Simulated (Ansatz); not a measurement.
Write a Python script for Ansatz 0.2.0 through its Python package that makes a phonon calculation by finite displacements of HgTe, space group Cmcm. Use: r2SCAN, PAW, cutoff 550 eV, 4×4×3 k-points, Fermi-Dirac smearing of 0.1 eV.

The script reads `hgte.vasp`:
```text
HgTe
1.0
   2.99251800   -3.46692900    0.00000000
   2.99251800    3.46692900    0.00000000
   0.00000000    0.00000000    5.79815700
Hg Te
2 2
Direct
   0.34305000    0.65695000    0.75000000
   0.65695000    0.34305000    0.25000000
   0.78480900    0.21519100    0.75000000
   0.21519100    0.78480900    0.25000000
```

Script `phonons_hgte.py`:
```python
from pathlib import Path

import ansatz as az
from ase.io import read
import numpy as np


def main() -> None:
    atoms = read("hgte.vasp", format="vasp")
    system = az.Crystal.from_ase(atoms)

    calculation = (
        system.calculation()
        .basis(550)
        .occupations("fermi_dirac", width=0.1)
        .functional("r2scan")
        .scf(tolerance=1e-08, self_checks="low")
        .kpoints(4, 4, 3)
        .phonons("fd", supercell=1, amplitude=0.03)
    )
    outcome = calculation.run(runs_dir="runs")
    folder = Path(outcome.output_folder) / "results"
    ph = outcome.phonons

    for mode, w in enumerate(ph.gamma_omega_inv_cm, start=1):
        print(f"Gamma mode {mode:2d}: {w:8.1f} 1/cm  {w / 33.35641:7.3f} THz")
    print(f"{ph.n_members} displaced supercells, sum-rule residual {ph.asr_residual_pre_ev_ang2:.1e} eV/A^2")
    optical = np.sort(ph.gamma_omega_inv_cm)
    print("imaginary modes at Gamma:", int((optical < -10).sum()), "- highest mode", round(float(optical[-1]), 1), "1/cm")


if __name__ == "__main__":
    main()
```

```console
$ python phonons_hgte.py
RunWarning: on the 14×14×11 q-mesh 156 entries of the irreducible table, 3.692e-1 modes per cell, the lowest at -35.91 cm⁻¹, stand at or below zero and are read as no rigid motion or as one in doubt: [...]
Gamma mode  1:      0.0 1/cm    0.000 THz
Gamma mode  2:      0.0 1/cm    0.000 THz
Gamma mode  3:      0.0 1/cm    0.000 THz
Gamma mode  4:     22.6 1/cm    0.678 THz
Gamma mode  5:     30.9 1/cm    0.928 THz
Gamma mode  6:     41.6 1/cm    1.248 THz
Gamma mode  7:     61.0 1/cm    1.828 THz
Gamma mode  8:     68.0 1/cm    2.038 THz
Gamma mode  9:     68.2 1/cm    2.045 THz
Gamma mode 10:     81.7 1/cm    2.450 THz
Gamma mode 11:    108.1 1/cm    3.240 THz
Gamma mode 12:    112.5 1/cm    3.371 THz
4 displaced supercells, sum-rule residual 8.9e-04 eV/A^2
imaginary modes at Gamma: 0 - highest mode 112.5 1/cm
```
(Warnings from the package without file and line, shortened.)

Reading the output:
- The settings weren't tested for convergence.
- The cell isn't relaxed first, so the values belong to this volume.
- For a metal this k-point mesh is coarse: on a finer one energies can move by several to tens of meV an atom and pressures by half a GPa or more, differences at one mesh by less.
- Spin-orbit coupling, which matters for elements this heavy, is left out.
- No non-analytic term is added, so at the zone centre the longitudinal optical modes of a polar crystal aren't split off.
- Some modes are imaginary (printed negative) at these settings, from an unstable structure or from unconverged force constants, so sums over modes carry no meaning.
- This cell is a computed structure, which may not be the phase found in nature.
- The structure is taken as given and the supercell is small; imaginary modes can come from an unrelaxed or unstable start.
- Hardware and time: 5.9 min on 1 thread of Arm Neoverse V2, with other jobs on the host, peak memory 1 GiB.

(Lines on the test bed's own set-up are left out of the output.)
